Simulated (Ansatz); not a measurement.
# Ge5As: the cost of one run

Computed with Ansatz 0.2.0 (DFT PBE, scalar-relativistic, plane waves, PAW, unless a step's input says otherwise).

## (1) The starting structure

Symmetry: F-43m, No. 216, cubic system. The conventional cell has a = 7.845 Å, b = 7.845 Å, c = 7.845 Å, α = 90.00°, β = 90.00°, γ = 90.00°. Ge (site symmetry -43m) has 12 Ge at 3.25 Å and 4 As at 3.40 Å as nearest neighbours. Ge (site symmetry 3m) is surrounded by 9 Ge at 2.77 to 3.25 Å and 3 As at 3.25 Å. Around As (site symmetry -43m) lie 16 Ge at 3.25 to 3.40 Å.

Coordinates:

```cif
data_structure
_symmetry_space_group_name_H-M 'P 1'
_symmetry_Int_Tables_number 1
_cell_length_a 5.5470
_cell_length_b 5.5470
_cell_length_c 5.5470
_cell_angle_alpha 60.000
_cell_angle_beta 60.000
_cell_angle_gamma 60.000
_cell_volume 120.69
loop_
_atom_site_label
_atom_site_type_symbol
_atom_site_fract_x
_atom_site_fract_y
_atom_site_fract_z
_atom_site_occupancy
Ge1 Ge 0.25000 0.25000 0.25000 1
Ge2 Ge 0.12500 0.62500 0.62500 1
Ge3 Ge 0.62500 0.62500 0.62500 1
Ge4 Ge 0.62500 0.12500 0.62500 1
Ge5 Ge 0.62500 0.62500 0.12500 1
As1 As 0.00000 0.00000 0.00000 1
```

A structure generator made this guess: species swapped into a database cell of ZrCu5 (F-43m, No. 216), with As on the Zr sites and Ge on the Cu sites. The dimensions are guesses.

## (2) A first look at the guess

Contents of input.yaml:

```yaml
crystal:
  lattice:
    - [0.0, 3.92235478, 3.92235478]
    - [3.92235478, 0.0, 3.92235478]
    - [3.92235478, 3.92235478, 0.0]
  atoms:
    - { symbol: Ge, position: [0.25, 0.25, 0.25] }
    - { symbol: Ge, position: [0.125, 0.625, 0.625] }
    - { symbol: Ge, position: [0.625, 0.625, 0.625] }
    - { symbol: Ge, position: [0.625, 0.125, 0.625] }
    - { symbol: Ge, position: [0.625, 0.625, 0.125] }
    - { symbol: As, position: [0.0, 0.0, 0.0] }
basis:
  ecutwfc: 420
kpoints:
  mp_grid: { grid: [4, 4, 4] }
hamiltonian:
  xc: pbe
scf:
  occupations: { method: gaussian, width: 0.1 }
  lower_state_search: "off"
output:
  forces: true
  stress: true
  eigenvalues: true
```

Started as:

```sh
$ ansatz run input.yaml --threads 1 --pin off --max-ram 2560MiB --backend cpu --events-out ev --progress --plain --runs-dir out
```

What time and memory should one allow on 1 thread of Intel Xeon Platinum 8488C (Sapphire Rapids), shared host?

About 3.5 s, with a peak of 0.42 GiB.
